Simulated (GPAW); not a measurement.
Crystal: BiTe.

```
Bi Te
1.0
     0.00000    3.23500    3.23500
     3.23500    0.00000    3.23500
     3.23500    3.23500    0.00000
Bi Te
1 1
Direct
  0.00000 0.00000 0.00000
  0.50000 0.50000 0.50000
```

* Program: GPAW 26.7.0
* Task: relaxation of cell and atoms
* Functional: PBEsol
* Dispersion: D3(BJ)
* Potentials or basis: PAW data sets generated in the run's folder for this functional
* Cutoff: 600 eV
* Basis: pw
* k mesh: 7 × 7 × 7
* Occupations: fermi-dirac, width 0.05 eV
* Spin: no spin polarisation

At the start: pressure -3.9 GPa; volume 33.86 Å³/atom.

Task: Where does the relaxation end?

Result: Over 4 steps the energy falls by 32.7 meV/atom and the volume is 31.33 Å³/atom (-7.5 %); space group Fm-3m (No. 225, to 0.05 Å).

Step by step:
```csv
step,energy change (eV),largest force (eV/Å),pressure (GPa),volume (Å³)
1,0.0000,0.0000,-3.87,67.71
2,-0.0254,0.0000,-3.12,66.54
3,-0.0649,0.0000,0.37,62.24
4,-0.0653,0.0000,-0.03,62.65
```

Final structure:
```
CELL_PARAMETERS angstrom
0.00000 3.15240 3.15240
3.15240 0.00000 3.15240
3.15240 3.15240 0.00000
ATOMIC_POSITIONS crystal
Bi 0.00000 0.00000 0.00000
Te 0.50000 0.50000 0.50000
```

Caveat: later steps reuse the first step's grids; pairwise dispersion overbinds metals, which lowers pressure and volume.
